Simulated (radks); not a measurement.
# The Coulomb parameter U of the 5d shell of W³⁺

Aim: U as the second difference [E(n + 0.5) + E(n − 0.5) − 2E(n)]/0.5², with all orbitals relaxed. Bare: the atom's charge changes with n. Screened: the 6s shell takes up the change. The start is a model configuration, not necessarily the ground state.

Program: radks (a radial shooting solver on a logarithmic mesh, Libxc functionals) version 1. Level of theory: scalar-relativistic Kohn-Sham, r2SCAN, spin-unpolarised, spherical densities, finite nucleus. These are calculated values, not measurements, unless marked.

**1. What is computed**

* element: tungsten (Z = 74)
* charge: +3
* electrons: 71
* configuration: [Xe] 4f14 5d2 6s1
* nuclear rms radius: 5.3658 fm

Outer shells as boxes (Hund's rule):

W³⁺
```
[Xe] core
4f [↑↓][↑↓][↑↓][↑↓][↑↓][↑↓][↑↓]
5d [↑ ][↑ ][  ][  ][  ]
6s [↑ ]
```

**2. Start: [Xe] 4f14 5d2 6s1**

The run's settings:

```text
Z 74
configuration [Xe] 4f14 5d2 6s1
relativity scalar-relativistic
functional r2scan,r2scan
spin unpolarised
nucleus finite rms 5.3658 fm
c 137.035999084
```

**3. Bare +0.5: [Xe] 4f14 5d2.5 6s1**

Settings, as their differences from step 2:

```diff
@@ -1,3 +1,3 @@
 Z 74
-configuration [Xe] 4f14 5d2 6s1
+configuration [Xe] 4f14 5d2.5 6s1
 relativity scalar-relativistic
```

**4. Bare -0.5: [Xe] 4f14 5d1.5 6s1**

Settings, as their differences from step 3:

```diff
@@ -1,3 +1,3 @@
 Z 74
-configuration [Xe] 4f14 5d2.5 6s1
+configuration [Xe] 4f14 5d1.5 6s1
 relativity scalar-relativistic
```

**5. Screened +0.5: [Xe] 4f14 5d2.5 6s0.5**

Settings, as their differences from step 4:

```diff
@@ -1,3 +1,3 @@
 Z 74
-configuration [Xe] 4f14 5d1.5 6s1
+configuration [Xe] 4f14 5d2.5 6s0.5
 relativity scalar-relativistic
```

**6. Screened -0.5: [Xe] 4f14 5d1.5 6s1.5**

The run's settings:

```text
Z 74
configuration [Xe] 4f14 5d1.5 6s1.5
relativity scalar-relativistic
functional r2scan,r2scan
spin unpolarised
nucleus finite rms 5.3658 fm
c 137.035999084
```

Before running it: what results should come out?

The runs gave:

```
                  quantity  value (eV)
                   U, bare      12.076
         U, screened by 6s       0.509
F0(5d,5d), frozen orbitals      14.408
```

**Reading.** Relaxing the orbitals brings U down to 84 % of the Slater integral F0. Letting 6s compensate leaves 4 % of the bare value; this second difference measures U(5d,5d) + U(6s,6s) − 2U(5d,6s). A solid screens further than the bare atom, so the bare value is an upper guide for the U of a crystal.
